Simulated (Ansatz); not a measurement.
**BH5SeSi: how energies converge with the basis set**

One table from this session's results is given with a row withheld; the runs are named, their logs left out.

The runs use Ansatz 0.2.0, Gaussian basis; one geometry, several basis sets.

The runs, in order: PBE0-D4/def2-SVP; ωB97M-V/def2-SVP; PBE0-D4/def2-QZVPP; ωB97M-V/def2-QZVPP; the functionals' def2-TZVPP values are taken from earlier runs.

## The geometry

All runs share one geometry, relaxed beforehand with PBE0-D4 in a triple-zeta def2 set.

8 atoms, charge 0, spin multiplicity 1.

Atoms are counted from 1 here; the program's logs count them from 0.

Bond lengths: B1–Si2 1.951 Å, B1–Se3 2.216 Å, B1–H4 1.193 Å, B1–H5 1.196 Å, Si2–Se3 2.389 Å, Si2–H6 1.484 Å, Si2–H7 1.484 Å, Se3–H8 1.469 Å. Angles: Si2–B1–Se3 69.6°, Si2–B1–H4 120.5°, Si2–B1–H5 115.8°, Se3–B1–H4 109.1°, Se3–B1–H5 104.2°, H4–B1–H5 121.4°, B1–Si2–Se3 60.4°, B1–Si2–H6 125.7°, B1–Si2–H7 124.2°, Se3–Si2–H6 106.5°, Se3–Si2–H7 106.1°, H6–Si2–H7 110.1°, B1–Se3–Si2 50.0°, B1–Se3–H8 96.7°, Si2–Se3–H8 92.5°.

Set-up of the first run:

in.yaml reads:

```yaml
crystal:
  periodic: [false, false, false]
  atoms:
    - {symbol: B, position_ang: [-0.828426, 0.040531, -0.777467]}
    - {symbol: Si, position_ang: [0.526195, 0.867191, 0.358140]}
    - {symbol: Se, position_ang: [0.675053, -1.461921, -0.150109]}
    - {symbol: H, position_ang: [-1.891973, -0.261694, -0.328530]}
    - {symbol: H, position_ang: [-0.659135, 0.151832, -1.956672]}
    - {symbol: H, position_ang: [0.468772, 0.972202, 1.837660]}
    - {symbol: H, position_ang: [1.779742, 1.478679, -0.147970]}
    - {symbol: H, position_ang: [0.021773, -1.843919, 1.109250]}
basis:
  gaussian: {orbitals: def2-SVP}
hamiltonian: {xc: pbe0, dispersion: d4}
output: {orbitals: {seedname: orbitals}}
```

Command:

```sh
$ ansatz run in.yaml --threads 2 --pin off --events-out ev --progress --plain --max-ram 4352MiB
```

Steps of the session up to this table: PBE0-D4 in def2-SVP; ωB97M-V in def2-SVP; PBE0-D4 in def2-QZVPP; ωB97M-V in def2-QZVPP.

One table of the session follows, with a row left open; its other results are not shown here.

```
functional       basis  HOMO (eV)
   PBE0-D4    def2-SVP      -7.37
   PBE0-D4  def2-TZVPP      -7.37
   PBE0-D4  def2-QZVPP      -7.37
   ωB97M-V    def2-SVP          ?
   ωB97M-V  def2-TZVPP      -9.41
   ωB97M-V  def2-QZVPP      -9.41
```

Estimate the missing values for ωB97M-V, def2-SVP.

**Answer.** HOMO (eV): -9.38. In the column «HOMO (eV)» it lies between ωB97M-V, def2-QZVPP (-9.41) and PBE0-D4, def2-SVP (-7.37).
